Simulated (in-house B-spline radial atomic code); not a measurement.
# Sb¹⁰⁺: binding energies from hole states

Wanted: ΔSCF binding energies of Sb¹⁰⁺.

The numbers are computed with in-house B-spline radial atomic code version 1 (Dirac-Hartree-Fock, average of configuration, Fermi nucleus, basis-set limit), except any that are marked as measured or tabulated.

## (1) Starting point

```
element       : antimony (Z = 51)
charge        : +10
electrons     : 41
configuration : [Kr] 4d5
Hamiltonian   : Dirac-Coulomb
nucleus       : Fermi, rms radius 4.680 fm
```

The outer shells:

[Kr] 4d5
```
[Kr] core
4d [↑ ][↑ ][↑ ][↑ ][↑ ]
```

The boxes draw the filling by Hund's rule, which heavy ions in jj coupling don't follow; these runs average over all states of the configuration.

Settings of the run:

```ini
Z = 51
electrons = 41.0
configuration = [Kr] 4d5
hamiltonian = dirac
method = hf
spin_polarised = False
nucleus = fermi
rms_radius = 4.6802
mass_number = 121
atomic_mass = 120.903811353
speed_of_light = 137.035999084
```

From the earlier run of the reference: total energy -6449.179536 hartree. Levels, eight at most:

```
orbital  occupation  energy (eV)  <r> (bohr)
  3p3/2           4      -982.83      0.3297
  3d3/2           4      -752.69      0.3016
  3d5/2           6      -742.81      0.3051
  4s1/2           2      -349.43      0.7646
  4p1/2           2      -299.68      0.7932
  4p3/2           4      -289.70      0.8147
  4d3/2           2      -213.91      0.8860
  4d5/2           3      -212.25      0.8935
```

## (2) The 3d3/2 hole

In configurations, a minus sign after the shell means j = l − 1/2 and a plus sign j = l + 1/2; the count of electrons follows.

The settings differ from step 1 so:

```diff
@@ -1,4 +1,4 @@
 Z = 51
-electrons = 41.0
-configuration = [Kr] 4d5
+electrons = 40.0
+configuration = 1s2 2s2 2p6 3s2 3p6 3d-3 3d+6 4s2 4p6 4d5
 hamiltonian = dirac
```

From the run's result record (rounded, not every field):

```text
status: converged
scf [iteration, energy, orbital gradient]:
  - [1, -6402.57495102, 1.09]
  - [2, -6420.00240511, 0.435]
  - [3, -6421.68080407, 0.136]
  - [4, -6421.87644571, 0.041]
  - [5, -6421.90013118, 0.0173]
  - [6, -6421.90272321, 0.000753]
  - [7, -6421.90273012, 3.58e-05]
  - [8, -6421.90273013, 1.97e-06]
  - [9, -6421.90273013, 1.64e-07]
energy [hartree]: {"total": -6421.90273013, "kinetic": 6780.50027363, "nuclear": -15247.8832233, "coulomb": 2201.34227739, "exact_exchange": -155.862057827}
breit [hartree]: {"gaunt": 5.252421, "retardation": -0.5385083, "frequency_dependence": -0.0481067}
qed [hartree]: {"self_energy": 3.585844, "uehling": -0.4743698, "wichmann_kroll": 0.01015133}
recoil [hartree]: 0.0199181
total_with_corrections [hartree]: -6414.09538119
orbitals [hartree, bohr; first row names the columns]:
  - ["name", "occ", "eps", "<r>"]
  - ["1s1/2", 2.0, -1136.7649, 0.028416]
  - ["2s1/2", 2.0, -184.69909, 0.12195]
  - ["2p1/2", 2.0, -172.88085, 0.10323]
  - ["2p3/2", 4.0, -163.68529, 0.10871]
  - ["3s1/2", 2.0, -44.765012, 0.32575]
  - ["3p1/2", 2.0, -39.804158, 0.31657]
  - ["3p3/2", 4.0, -38.175029, 0.32689]
  - ["3d3/2", 3.0, -29.836477, 0.29637]
  - ["3d5/2", 6.0, -29.495893, 0.30099]
  - ["4s1/2", 2.0, -14.079396, 0.74848]
  - ["4p1/2", 2.0, -12.213322, 0.77334]
  - ["4p3/2", 4.0, -11.834171, 0.79334]
  - ["4d3/2", 2.0, -8.974325, 0.85347]
  - ["4d5/2", 3.0, -8.9325721, 0.85656]
sum_r [bohr^k]: {"-1": 298.9815, "1": 16.72285, "2": 11.67947}
energy_minus_base [hartree]: 27.2768063
energy_minus_base_with_corrections [hartree]: 27.2604653
```

Run time: 0.86 s. Hardware: 1 thread, shared host.

energy_minus_base is the energy less that of the reference run.

## (3) The 3d5/2 hole

The settings differ from step 2 so:

```diff
@@ -2,3 +2,3 @@
 electrons = 40.0
-configuration = 1s2 2s2 2p6 3s2 3p6 3d-3 3d+6 4s2 4p6 4d5
+configuration = 1s2 2s2 2p6 3s2 3p6 3d-4 3d+5 4s2 4p6 4d5
 hamiltonian = dirac
```

From the record:

```text
status: converged
scf [iteration, energy, orbital gradient]:
  - [1, -6402.99664793, 1.09]
  - [2, -6420.36799786, 0.434]
  - [3, -6422.03808608, 0.135]
  - [4, -6422.23237567, 0.0406]
  - [5, -6422.2558551, 0.0173]
  - [6, -6422.25843296, 0.000757]
  - [7, -6422.25843993, 3.6e-05]
  - [8, -6422.25843994, 1.93e-06]
  - [9, -6422.25843994, 1.7e-07]
energy [hartree]: {"total": -6422.25843994, "kinetic": 6781.56697655, "nuclear": -15249.7919489, "coulomb": 2201.86518786, "exact_exchange": -155.898655408}
breit [hartree]: {"gaunt": 5.262695, "retardation": -0.5385304, "frequency_dependence": -0.0479458}
qed [hartree]: {"self_energy": 3.584756, "uehling": -0.4743632, "wichmann_kroll": 0.01015119}
recoil [hartree]: 0.01991626
total_with_corrections [hartree]: -6414.44176056
orbitals [hartree, bohr; first row names the columns]:
  - ["name", "occ", "eps", "<r>"]
  - ["1s1/2", 2.0, -1136.7265, 0.028416]
  - ["2s1/2", 2.0, -184.6696, 0.12195]
  - ["2p1/2", 2.0, -172.9606, 0.1033]
  - ["2p3/2", 4.0, -163.5936, 0.10868]
  - ["3s1/2", 2.0, -44.756559, 0.32578]
  - ["3p1/2", 2.0, -39.990835, 0.3163]
  - ["3p3/2", 4.0, -38.073157, 0.3271]
  - ["3d3/2", 4.0, -29.858464, 0.29769]
  - ["3d5/2", 5.0, -29.465669, 0.30042]
  - ["4s1/2", 2.0, -14.078323, 0.74854]
  - ["4p1/2", 2.0, -12.224895, 0.77287]
  - ["4p3/2", 4.0, -11.82715, 0.79368]
  - ["4d3/2", 2.0, -8.9989767, 0.84972]
  - ["4d5/2", 3.0, -8.9138731, 0.85908]
sum_r [bohr^k]: {"-1": 299.0189, "1": 16.72172, "2": 11.68034}
energy_minus_base [hartree]: 26.9210965
energy_minus_base_with_corrections [hartree]: 26.9140859
```

It took 0.89 s on 1 thread, shared host.

Radial density 4πr²n(r) and radial functions P(r) = rR(r):

```
r (bohr)      4πr²n    3d5/2    4d5/2
 0.00217      6.357   0.0000   0.0000
 0.00318      11.66   0.0001   0.0001
 0.00466      20.38   0.0004   0.0002
 0.00681      33.13   0.0012   0.0006
 0.00997      48.85   0.0035   0.0016
  0.0146      62.57   0.0102   0.0047
  0.0213      66.76   0.0282   0.0130
  0.0312      60.57   0.0751   0.0345
  0.0457      59.66   0.1868   0.0856
  0.0668      76.47   0.4206   0.1910
  0.0978      82.65   0.8344   0.3710
   0.143      60.93   1.3852   0.5841
   0.209      62.20   1.8173   0.6573
   0.306      61.16   1.7434   0.3263
   0.448      26.26   1.0981  -0.4441
   0.656      22.45   0.3903  -1.1309
   0.960      14.53   0.0638  -1.0870
    1.40      2.226   0.0031  -0.5092
    2.05    0.05701  -0.0002  -0.0964
    3.01  0.0001228   0.0000  -0.0049
```

On the record's full grid the radial density has clear maxima near r = 0.021, 0.081, 0.25, 0.66 bohr.

## (4) The 4s hole

The settings differ from step 3 so:

```diff
@@ -2,3 +2,3 @@
 electrons = 40.0
-configuration = 1s2 2s2 2p6 3s2 3p6 3d-4 3d+5 4s2 4p6 4d5
+configuration = 1s2 2s2 2p6 3s2 3p6 3d10 4s1 4p6 4d5
 hamiltonian = dirac
```

From the record:

```text
status: converged
scf [iteration, energy, orbital gradient]:
  - [1, -6420.98813489, 0.974]
  - [2, -6434.79084992, 0.4]
  - [3, -6436.21786513, 0.118]
  - [4, -6436.37372439, 0.0335]
  - [5, -6436.39103338, 0.0158]
  - [6, -6436.39322908, 0.000728]
  - [7, -6436.39323697, 2.12e-05]
  - [8, -6436.39323697, 8.94e-07]
  - [9, -6436.39323697, 1.05e-07]
energy [hartree]: {"total": -6436.39323697, "kinetic": 6793.78200275, "nuclear": -15306.8932604, "coulomb": 2234.63559944, "exact_exchange": -157.9175788}
breit [hartree]: {"gaunt": 5.266004, "retardation": -0.5394344, "frequency_dependence": -0.04795224}
qed [hartree]: {"self_energy": 3.57453, "uehling": -0.4730958, "wichmann_kroll": 0.01012431}
recoil [hartree]: 0.01985779
total_with_corrections [hartree]: -6428.58320326
orbitals [hartree, bohr; first row names the columns]:
  - ["name", "occ", "eps", "<r>"]
  - ["1s1/2", 2.0, -1135.4536, 0.028415]
  - ["2s1/2", 2.0, -183.31234, 0.12202]
  - ["2p1/2", 2.0, -171.57631, 0.10333]
  - ["2p3/2", 4.0, -162.28, 0.10876]
  - ["3s1/2", 2.0, -43.913112, 0.32815]
  - ["3p1/2", 2.0, -39.101266, 0.3186]
  - ["3p3/2", 4.0, -37.326035, 0.32936]
  - ["3d3/2", 4.0, -28.883704, 0.30117]
  - ["3d5/2", 6.0, -28.519602, 0.30463]
  - ["4s1/2", 1.0, -13.91497, 0.75625]
  - ["4p1/2", 2.0, -11.935174, 0.78431]
  - ["4p3/2", 4.0, -11.558222, 0.80535]
  - ["4d3/2", 2.0, -8.8120817, 0.86633]
  - ["4d5/2", 3.0, -8.747705, 0.87339]
sum_r [bohr^k]: {"-1": 300.1385, "1": 16.48513, "2": 11.48958}
energy_minus_base [hartree]: 12.7862995
energy_minus_base_with_corrections [hartree]: 12.7726432
```

It took 0.9 s on 1 thread, shared host.

## (5) The 4p1/2 hole

The settings differ from step 4 so:

```diff
@@ -2,3 +2,3 @@
 electrons = 40.0
-configuration = 1s2 2s2 2p6 3s2 3p6 3d10 4s1 4p6 4d5
+configuration = 1s2 2s2 2p6 3s2 3p6 3d10 4s2 4p-1 4p+4 4d5
 hamiltonian = dirac
```

From the record:

```text
status: converged
scf [iteration, energy, orbital gradient]:
  - [1, -6422.92960455, 1.02]
  - [2, -6436.64993092, 0.398]
  - [3, -6438.04626477, 0.119]
  - [4, -6438.19955176, 0.0338]
  - [5, -6438.2167065, 0.0157]
  - [6, -6438.21886611, 0.000807]
  - [7, -6438.21887452, 3.87e-05]
  - [8, -6438.21887454, 1.71e-06]
  - [9, -6438.21887454, 1.51e-07]
energy [hartree]: {"total": -6438.21887454, "kinetic": 6795.82397304, "nuclear": -15311.4415755, "coulomb": 2235.64069852, "exact_exchange": -158.241970598}
breit [hartree]: {"gaunt": 5.260165, "retardation": -0.5383611, "frequency_dependence": -0.04792494}
qed [hartree]: {"self_energy": 3.583006, "uehling": -0.4741092, "wichmann_kroll": 0.01014561}
recoil [hartree]: 0.01990206
total_with_corrections [hartree]: -6430.40605091
orbitals [hartree, bohr; first row names the columns]:
  - ["name", "occ", "eps", "<r>"]
  - ["1s1/2", 2.0, -1135.4456, 0.028415]
  - ["2s1/2", 2.0, -183.30341, 0.122]
  - ["2p1/2", 2.0, -171.53319, 0.10334]
  - ["2p3/2", 4.0, -162.26176, 0.10875]
  - ["3s1/2", 2.0, -43.912596, 0.32766]
  - ["3p1/2", 2.0, -39.038623, 0.31918]
  - ["3p3/2", 4.0, -37.303891, 0.32938]
  - ["3d3/2", 4.0, -28.843884, 0.30117]
  - ["3d5/2", 6.0, -28.491822, 0.30467]
  - ["4s1/2", 2.0, -13.762644, 0.75779]
  - ["4p1/2", 1.0, -12.051492, 0.78277]
  - ["4p3/2", 4.0, -11.613486, 0.80455]
  - ["4d3/2", 2.0, -8.7325596, 0.86934]
  - ["4d5/2", 3.0, -8.7561097, 0.87333]
sum_r [bohr^k]: {"-1": 300.2277, "1": 16.46162, "2": 11.44523}
energy_minus_base [hartree]: 10.9606619
energy_minus_base_with_corrections [hartree]: 10.9497956
```

It took 0.86 s on 1 thread, shared host.

## (6) The 4p3/2 hole

The settings differ from step 5 so:

```diff
@@ -2,3 +2,3 @@
 electrons = 40.0
-configuration = 1s2 2s2 2p6 3s2 3p6 3d10 4s2 4p-1 4p+4 4d5
+configuration = 1s2 2s2 2p6 3s2 3p6 3d10 4s2 4p-2 4p+3 4d5
 hamiltonian = dirac
```

From the record:

```text
status: converged
scf [iteration, energy, orbital gradient]:
  - [1, -6423.29229117, 1.02]
  - [2, -6437.01517748, 0.398]
  - [3, -6438.40970948, 0.118]
  - [4, -6438.56262624, 0.0337]
  - [5, -6438.57969869, 0.0158]
  - [6, -6438.58185389, 0.000818]
  - [7, -6438.58186192, 3.92e-05]
  - [8, -6438.58186193, 2.1e-06]
  - [9, -6438.58186193, 2.1e-07]
energy [hartree]: {"total": -6438.58186193, "kinetic": 6796.9805023, "nuclear": -15313.7969912, "coulomb": 2236.51492026, "exact_exchange": -158.280293289}
breit [hartree]: {"gaunt": 5.264971, "retardation": -0.5383524, "frequency_dependence": -0.04751626}
qed [hartree]: {"self_energy": 3.582361, "uehling": -0.4741399, "wichmann_kroll": 0.01014633}
recoil [hartree]: 0.01989463
total_with_corrections [hartree]: -6430.76449766
orbitals [hartree, bohr; first row names the columns]:
  - ["name", "occ", "eps", "<r>"]
  - ["1s1/2", 2.0, -1135.4062, 0.028415]
  - ["2s1/2", 2.0, -183.27606, 0.122]
  - ["2p1/2", 2.0, -171.53073, 0.10332]
  - ["2p3/2", 4.0, -162.22164, 0.10876]
  - ["3s1/2", 2.0, -43.888137, 0.3277]
  - ["3p1/2", 2.0, -39.055122, 0.31863]
  - ["3p3/2", 4.0, -37.260438, 0.32993]
  - ["3d3/2", 4.0, -28.830752, 0.30124]
  - ["3d5/2", 6.0, -28.46097, 0.30469]
  - ["4s1/2", 2.0, -13.75226, 0.75785]
  - ["4p1/2", 2.0, -11.979718, 0.78408]
  - ["4p3/2", 3.0, -11.622277, 0.80424]
  - ["4d3/2", 2.0, -8.8018196, 0.86723]
  - ["4d5/2", 3.0, -8.6943719, 0.87563]
sum_r [bohr^k]: {"-1": 300.2739, "1": 16.44597, "2": 11.41775}
energy_minus_base [hartree]: 10.5976745
energy_minus_base_with_corrections [hartree]: 10.5913488
```

It took 0.87 s on 1 thread, shared host.

## (7) The 4d hole

The settings differ from step 6 so:

```diff
@@ -2,3 +2,3 @@
 electrons = 40.0
-configuration = 1s2 2s2 2p6 3s2 3p6 3d10 4s2 4p-2 4p+3 4d5
+configuration = 1s2 2s2 2p6 3s2 3p6 3d10 4s2 4p6 4d4
 hamiltonian = dirac
```

From the record:

```text
status: converged
scf [iteration, energy, orbital gradient]:
  - [1, -6426.37548395, 1.01]
  - [2, -6439.96969252, 0.389]
  - [3, -6441.23385202, 0.118]
  - [4, -6441.37612356, 0.0341]
  - [5, -6441.39256406, 0.0156]
  - [6, -6441.39453774, 0.000667]
  - [7, -6441.39454353, 3.89e-05]
  - [8, -6441.39454354, 1.46e-06]
  - [9, -6441.39454354, 1.32e-07]
energy [hartree]: {"total": -6441.39454354, "kinetic": 6799.93405265, "nuclear": -15321.7157088, "coulomb": 2239.60385725, "exact_exchange": -159.216744594}
breit [hartree]: {"gaunt": 5.271909, "retardation": -0.5396675, "frequency_dependence": -0.04787119}
qed [hartree]: {"self_energy": 3.582954, "uehling": -0.4741251, "wichmann_kroll": 0.01014608}
recoil [hartree]: 0.01990533
total_with_corrections [hartree]: -6433.57129306
orbitals [hartree, bohr; first row names the columns]:
  - ["name", "occ", "eps", "<r>"]
  - ["1s1/2", 2.0, -1135.2717, 0.028416]
  - ["2s1/2", 2.0, -183.20599, 0.12201]
  - ["2p1/2", 2.0, -171.447, 0.10333]
  - ["2p3/2", 4.0, -162.15259, 0.10876]
  - ["3s1/2", 2.0, -43.831529, 0.32769]
  - ["3p1/2", 2.0, -38.990145, 0.31864]
  - ["3p3/2", 4.0, -37.215389, 0.32943]
  - ["3d3/2", 4.0, -28.760288, 0.30131]
  - ["3d5/2", 6.0, -28.396393, 0.30478]
  - ["4s1/2", 2.0, -13.785122, 0.75835]
  - ["4p1/2", 2.0, -11.931505, 0.785]
  - ["4p3/2", 4.0, -11.556052, 0.80583]
  - ["4d3/2", 1.6, -8.7794734, 0.8688]
  - ["4d5/2", 2.4, -8.716138, 0.87581]
sum_r [bohr^k]: {"-1": 300.4292, "1": 16.38882, "2": 11.29687}
energy_minus_base [hartree]: 7.7849929
energy_minus_base_with_corrections [hartree]: 7.7845534
```

It took 0.84 s on 1 thread, shared host.

## (8) What the holes cost

| hole | ΔSCF (eV) | with Breit, QED, recoil (eV) | −ε of the parent (eV) | −ε less ΔSCF (eV) |
| --- | --- | --- | --- | --- |
| 3d3/2 | 742.24 | 741.80 | 752.69 | 10.45 |
| 3d5/2 | 732.56 | 732.37 | 742.81 | 10.25 |
| 4s | 347.93 | 347.56 | 349.43 | 1.50 |
| 4p1/2 | 298.25 | 297.96 | 299.68 | 1.42 |
| 4p3/2 | 288.38 | 288.21 | 289.70 | 1.32 |
| 4d | 211.84 | 211.83 | - | - |

Every ΔSCF value lies below −ε, since the other electrons relax into the hole: by 10.5 eV for 3d3/2 and 1.32 eV for 4p3/2. The spin-orbit splitting of the 3d hole is 9.43 eV with those corrections. Two partly filled shells share a symmetry and can mix in the average, which may lower the energy, in these hole states: 3d3/2; 3d5/2. A dash stands where an open shell is averaged over j, so that no single parent level belongs to the hole. Values are for the free ion, measured from the vacuum level.
